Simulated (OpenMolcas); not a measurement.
**A workflow on CH6FNSn (SMILES [CH3][SnH]([NH2])[F])**

Wanted: the energy (HF/ANO-R0), then a single-point energy (CASSCF(2,2)/ANO-R1), then the energy along one coordinate (CASPT2(2,2)/ANO-R1), then an energy scan (SC-NEVPT2(2,2)/ANO-R1), then an energy scan (MC-PDFT[tPBE](2,2)/ANO-R1) of CH6FNSn. 

The calculation is run with OpenMolcas 26.06.

## 1. The system as given

CH6FNSn: 10 atoms, total charge 0, spin state singlet. SMILES: `[CH3][SnH]([NH2])[F]`. The coordinates come from a PBE0-D4/def2-TZVP relaxation. This is one conformer, not always the lowest.

Bond lengths: C1–Sn2 2.121 Å, Sn2–N3 2.000 Å, Sn2–F4 1.931 Å, C1–H5 1.090 Å, C1–H6 1.090 Å, C1–H7 1.089 Å, Sn2–H8 1.704 Å, N3–H9 1.008 Å, N3–H10 1.008 Å. Some angles: C1–Sn2–N3 111.9°, C1–Sn2–F4 103.5°, N3–Sn2–F4 105.0°, C1–Sn2–H8 120.3°, N3–Sn2–H8 111.0°, F4–Sn2–H8 103.2°, Sn2–C1–H5 108.9°, Sn2–C1–H6 110.7°, Sn2–C1–H7 109.4°, Sn2–N3–H9 117.9°.

## 2. A single-point energy at HF/ANO-R0 (sfX2C) (run 1)

File input.xyz:

```xyz
10

C     -1.023300     1.186900     0.305600
Sn    -0.012600    -0.424100    -0.632800
N      1.522200    -1.085200     0.465800
F     -1.308600    -1.855400    -0.593400
H     -1.191500     0.935400     1.352900
H     -0.432400     2.100700     0.242800
H     -1.985300     1.342500    -0.181300
H      0.413300    -0.329300    -2.280300
H      1.719700    -0.610700     1.333200
H      2.381600    -1.312000    -0.009700
```

File step1.inp:

```
* CH6FNSn Hartree-Fock

&GATEWAY
  Coord=input.xyz
  Basis=ANO-R0
  Group=NoSym

&SEWARD

&SCF
  PrOrbitals=0

&LOCALISATION
  Occupied
  Freeze
  Pipek-Mezey

&LOCALISATION
  FileOrb=$Project.LocOrb
  Virtual
  Pipek-Mezey
```

On the command line:

```console
$ export MOLCAS_MEM=1860
$ pymolcas step1.inp > step1.log
```

The log of the run:

```text
--- Start Module: gateway ---
[...]
--- Stop Module: gateway /rc=_RC_ALL_IS_WELL_ ---
[...]
      Basis functions           48
[...]
       Convergence after  13 Iterations
[...]
::    Total SCF energy                              -6368.5048805508
[...]
      Total spin, S                                     0.0000000000
[...]
      Total electronic charge=   78.000000
      Total            charge=   -0.000000
[...]
      Dipole Moment (debye):
      Origin of the operator (angstrom)=   -0.0961   -0.4967   -0.4475
                   X=  1.3890E+00               Y=  1.4499E+00               Z=  1.4909E+00           Total=  2.5009E+00
      Quadrupole Moment (debye*angstrom):
[...]
--- Start Module: localisation ---
[...]
--- Stop Module: localisation /rc=_RC_ALL_IS_WELL_ ---
--- Start Module: localisation ---
[...]
--- Stop Module: localisation /rc=_RC_ALL_IS_WELL_ ---
[...]
```

Run time: 11 s. Hardware: 1 thread of Intel Xeon Platinum 8259CL at 2.50GHz (Skylake/Cascade Lake), shared host; peak memory 0.42 GiB.

## 3. A single-point energy at CASSCF(2,2)/ANO-R1 (sfX2C, RICD fitting) (run 2)

input.xyz is that of step 2.

File step2.inp:

```
* CH6FNSn CASSCF

&GATEWAY
 Coord=input.xyz
 Basis=ANO-R0
 Group=NoSym

&SEWARD

&RASSCF
 FileOrb=$CurrDir/step1.LocOrb
 Alter=2
 1 37 39
 1 40 43
 Spin=1
 Nactel=2 0 0
 Inactive=38
 Ras2=2
 OrbListing=Nothing
>>> COPY $Project.RunFile RUNFIL1
>>> COPY $Project.RasOrb INPORB

&GATEWAY
 Coord=input.xyz
 Basis=ANO-R1
 Group=NoSym
 RICD

&SEWARD
>>> COPY $Project.RunFile RUNFIL2

&EXPBAS

&RASSCF
 FileOrb=$Project.ExpOrb
 Spin=1
 Nactel=2 0 0
 Inactive=38
 Ras2=2
 OrbListing=Nothing
 OrbAppear=Compact
```

On the command line:

```console
$ export MOLCAS_MEM=1860
$ pymolcas step2.inp > step2.log
```

The log of the run:

```text
--- Start Module: gateway ---
[...]
--- Stop Module: gateway /rc=_RC_ALL_IS_WELL_ ---
[...]
      Basis functions           48
[...]
      Number of active orbitals                  2
[...]
      Spin quantum number                      0.0
[...]
      Active orbitals                            2
[...]
      Number of CSFs                             3
[...]
      Number of root(s) required                 1
[...]
      Convergence after 13 iterations
[...]
      printout of CI-coefficients larger than  0.05 for root  1
      energy=   -6368.533226
      conf/sym  11     Coeff  Weight
             1  20   0.98328 0.96683
             3  02  -0.18212 0.03317
      Natural orbitals and occupation numbers for root  1
      sym 1:   1.933664   0.066336
      ************************************************************************************************************************
      *                                                    Final results                                                     *
[...]
::    RASSCF root number  1 Total energy:  -6368.53322562
[...]
      Basis functions          115
[...]
--- Start Module: expbas ---
[...]
--- Stop Module: expbas /rc=_RC_ALL_IS_WELL_ ---
--- Start Module: rasscf ---
[...]
      Convergence after 20 iterations
[...]
      Natural orbitals and occupation numbers for root  1
      sym 1:   1.979783   0.020217
      ************************************************************************************************************************
      *                                                    Final results                                                     *
[...]
::    RASSCF root number  1 Total energy:  -6369.31193842
[...]
      Total electronic charge=   78.000000
      Total            charge=   -0.000000
[...]
      Dipole Moment (debye):
      Origin of the operator (angstrom)=   -0.0961   -0.4967   -0.4475
                   X=  2.0868E+00               Y=  3.4880E+00               Z=  1.6232E-01           Total=  4.0678E+00
      Quadrupole Moment (debye*angstrom):
[...]
--- Stop Module: rasscf /rc=_RC_ALL_IS_WELL_ ---
[...]
```

Run time: 47 s. Hardware: 1 thread of Intel Xeon Platinum 8259CL at 2.50GHz (Skylake/Cascade Lake), shared host; peak memory 0.42 GiB.

## 4. An energy scan at CASPT2(2,2)/ANO-R1 (sfX2C, RICD fitting, ipea shift 0.25 Eh, pt2 variant SS) (run 3)

File step3.inp:

```
>>> COPY $CurrDir/step2.RasOrb $Project.RasOrb
>>> ForEach K in (1, 2, 3, 4, 5, 6, 7, 8, 9)

&GATEWAY
  Coord=$CurrDir/point$K.xyz
  Basis=ANO-R1
  Group=NoSym
  RICD

&SEWARD

&RASSCF
  FileOrb=$Project.RasOrb
  Spin=1
  Nactel=2 0 0
  Inactive=38
  Ras2=2
  OrbListing=Nothing
  OrbAppear=Compact

&CASPT2
  Imaginary=0.2
  Frozen=21
>>> EndDo
```

On the command line:

```console
$ export MOLCAS_MEM=1860
$ pymolcas step3.inp > step3.log
```

The log of the run (excerpt; [...] marks lines left out):

```text
[...]
      Basis functions          115
[...]
      Number of active orbitals                  2
[...]
      Spin quantum number                      0.0
[...]
      Active orbitals                            2
[...]
      Number of CSFs                             3
[...]
      Number of root(s) required                 1
[...]
      Convergence after 12 iterations
[...]
      Natural orbitals and occupation numbers for root  1
      sym 1:   1.986555   0.013445
      ************************************************************************************************************************
      *                                                    Final results                                                     *
[...]
::    RASSCF root number  1 Total energy:  -6369.29111523
[...]
      E2 (Variational):          -0.9305619738
[...]
::    CASPT2 Root  1     Total energy:  -6370.22167721
[...]
      Convergence after 12 iterations
[...]
      Natural orbitals and occupation numbers for root  1
      sym 1:   1.979795   0.020205
      ************************************************************************************************************************
      *                                                    Final results                                                     *
[...]
      Convergence after 16 iterations
[...]
      Natural orbitals and occupation numbers for root  1
      sym 1:   1.601575   0.398425
      ************************************************************************************************************************
      *                                                    Final results                                                     *
[...]
      Convergence after 19 iterations
[...]
      Natural orbitals and occupation numbers for root  1
      sym 1:   1.296655   0.703345
      ************************************************************************************************************************
      *                                                    Final results                                                     *
[...]
      Convergence after 20 iterations
[...]
::    RASSCF root number  1 Total energy:  -6369.16169559
[...]
::    CASPT2 Root  1     Total energy:  -6370.05818513
[...]
      Convergence after 10 iterations
[...]
::    RASSCF root number  1 Total energy:  -6369.16106310
[...]
      E2 (Variational):          -0.8958849330
[...]
::    CASPT2 Root  1     Total energy:  -6370.05694803
[...]
```

Wall time 5.3 min (1 thread of Intel Xeon Platinum 8259CL at 2.50GHz (Skylake/Cascade Lake), shared host); peak memory 0.27 GiB.

The scan, from its lowest point:

```
F4–Sn2 (Å)  energy (kJ/mol)
     1.738             42.7
     1.931              0.0
     2.124             43.5
     2.414            151.6
     2.800            286.7
     3.283            402.3
     3.863            456.8
     4.635            471.9
     5.794            475.2
```

## 5. An energy scan at SC-NEVPT2(2,2)/ANO-R1 (sfX2C, RICD fitting, pt2 variant SC-NEVPT2) (run 4)

File step4.input:

```
* CH6FNSn NEVPT2
>>> EXPORT MOLCAS_PRINT=2
>>> COPY $CurrDir/step2.RasOrb $Project.RasOrb
>>> ForEach K in (1, 2, 3, 4, 5, 6, 7, 8, 9)

&GATEWAY
 Coord=$CurrDir/point$K.xyz
 Basis=ANO-R1
 Group=NoSym
 RICD

&SEWARD

&RASSCF
 FileOrb=$Project.RasOrb
 Spin=1
 Nactel=2 0 0
 Inactive=38
 Ras2=2
 OrbListing=Nothing
 OrbAppear=Compact

&CASPT2
 SC-NEVPT2
 Frozen=21
>>> EndDo
```

On the command line:

```console
$ export MOLCAS_MEM=1860
$ pymolcas step4.input > step4.log
```

The log of the run (excerpt; [...] marks lines left out):

```text
[...]
      Basis functions          115
[...]
      Number of active orbitals                  2
[...]
      Spin quantum number                      0.0
[...]
      Active orbitals                            2
[...]
      Number of CSFs                             3
[...]
      Number of root(s) required                 1
[...]
      Convergence after 12 iterations
[...]
      Natural orbitals and occupation numbers for root  1
      sym 1:   1.986555   0.013445
      ************************************************************************************************************************
      *                                                    Final results                                                     *
[...]
::    RASSCF root number  1 Total energy:  -6369.29111523
[...]
      E2 (Variational):          -0.9290730685
[...]
::    SC-NEVPT2 Root  1     Total energy:  -6370.22005696
[...]
      Convergence after 12 iterations
[...]
      Natural orbitals and occupation numbers for root  1
      sym 1:   1.979795   0.020205
      ************************************************************************************************************************
      *                                                    Final results                                                     *
[...]
      Convergence after 16 iterations
[...]
      Natural orbitals and occupation numbers for root  1
      sym 1:   1.601575   0.398425
      ************************************************************************************************************************
      *                                                    Final results                                                     *
[...]
      Convergence after 19 iterations
[...]
      Natural orbitals and occupation numbers for root  1
      sym 1:   1.296655   0.703345
      ************************************************************************************************************************
      *                                                    Final results                                                     *
[...]
      Convergence after 20 iterations
[...]
::    RASSCF root number  1 Total energy:  -6369.16169559
[...]
::    SC-NEVPT2 Root  1     Total energy:  -6370.05471607
[...]
      Convergence after 10 iterations
[...]
::    RASSCF root number  1 Total energy:  -6369.16106310
[...]
      E2 (Variational):          -0.8924884437
[...]
::    SC-NEVPT2 Root  1     Total energy:  -6370.05355154
[...]
```

Wall time 5 min (1 thread of Intel Xeon Platinum 8259CL at 2.50GHz (Skylake/Cascade Lake), shared host); peak memory 0.27 GiB.

The scan, from its lowest point:

```
F4–Sn2 (Å)  energy (kJ/mol)
     1.738             48.1
     1.931              0.0
     2.124             40.2
     2.414            146.6
     2.800            286.1
     3.283            411.6
     3.863            467.6
     4.635            482.2
     5.794            485.2
```

## 6. The energy along one coordinate at MC-PDFT[tPBE](2,2)/ANO-R1 (sfX2C, RICD fitting) (run 5)

File step5.input:

```
>>> COPY $CurrDir/step2.RasOrb $Project.RasOrb
>>> ForEach K in (1, 2, 3, 4, 5, 6, 7, 8, 9)

&GATEWAY
  COORD=$CurrDir/point$K.xyz
  BASIS=ANO-R1
  GROUP=NoSym
  RICD

&SEWARD

&RASSCF
  FILEORB=$Project.RasOrb
  SPIN=1
  NACTEL=2 0 0
  INACTIVE=38
  RAS2=2
  ORBLISTING=Nothing
  ORBAPPEAR=Compact

&MCPDFT
  KSDFT=T:PBE
>>> EndDo
```

On the command line:

```console
$ export MOLCAS_MEM=1860
$ pymolcas step5.input > step5.log
```

The log of the run (excerpt; [...] marks lines left out):

```text
--- Start Module: gateway ---
[...]
      Basis functions          115
[...]
      Number of active orbitals                  2
[...]
      Spin quantum number                      0.0
[...]
      Active orbitals                            2
[...]
      Number of CSFs                             3
[...]
      Number of root(s) required                 1
[...]
      Convergence after 12 iterations
[...]
      Natural orbitals and occupation numbers for root  1
      sym 1:   1.986555   0.013445
      ************************************************************************************************************************
      *                                                    Final results                                                     *
[...]
::    RASSCF root number  1 Total energy:  -6369.29111523
[...]
::    MCPDFT root number  1 Total energy:  -6372.38711139
[...]
      Convergence after 12 iterations
[...]
      Natural orbitals and occupation numbers for root  1
      sym 1:   1.979795   0.020205
      ************************************************************************************************************************
      *                                                    Final results                                                     *
[...]
      Convergence after 16 iterations
[...]
      Natural orbitals and occupation numbers for root  1
      sym 1:   1.601575   0.398425
      ************************************************************************************************************************
      *                                                    Final results                                                     *
[...]
      Convergence after 19 iterations
[...]
      Natural orbitals and occupation numbers for root  1
      sym 1:   1.296655   0.703345
      ************************************************************************************************************************
      *                                                    Final results                                                     *
[...]
      Convergence after 20 iterations
[...]
::    RASSCF root number  1 Total energy:  -6369.16169559
[...]
::    MCPDFT root number  1 Total energy:  -6372.21977455
[...]
      Convergence after 10 iterations
[...]
::    RASSCF root number  1 Total energy:  -6369.16106310
[...]
      Total electronic charge=   78.000000
      Total            charge=   -0.000000
[...]
::    MCPDFT root number  1 Total energy:  -6372.21813014
[...]
```

Run time: 5.1 min. Hardware: 1 thread of Intel Xeon Platinum 8259CL at 2.50GHz (Skylake/Cascade Lake), shared host; peak memory 0.27 GiB.

The scan, from its lowest point:

```
F4–Sn2 (Å)  energy (kJ/mol)
     1.738             58.4
     1.931              0.0
     2.124             29.4
     2.414            119.9
     2.800            240.9
     3.283            382.7
     3.863            471.7
     4.635            497.7
     5.794            502.0
```

## 7. Summary of results

| quantity | value |
| --- | --- |
| run 1, HF/ANO-R0: total energy | -6368.50488 Eh |
| run 1, HF/ANO-R0: dipole moment | 2.50 D |
| run 1, HF/ANO-R0: HOMO energy | -11.09 eV |
| run 1, HF/ANO-R0: LUMO energy | 3.28 eV |
| run 1, HF/ANO-R0: HOMO–LUMO gap | 14.37 eV |
| run 2, CASSCF(2,2)/ANO-R1: total energy | -6369.31194 Eh |
| run 2, CASSCF(2,2)/ANO-R1: dipole moment (CASSCF density) | 4.07 D |
| run 3, CASPT2(2,2)/ANO-R1: lowest energy of the scan | -6370.23794 Eh |
| run 4, SC-NEVPT2(2,2)/ANO-R1: lowest energy of the scan | -6370.23837 Eh |
| run 5, MC-PDFT[tPBE](2,2)/ANO-R1: lowest energy of the scan | -6372.40934 Eh |

Mulliken charges (run 1, HF/ANO-R0) run from -1.07 on C1 to +1.15 on Sn2. Mulliken charges (run 2, CASSCF(2,2)/ANO-R1) run from -0.75 on N3 to +1.42 on Sn2.
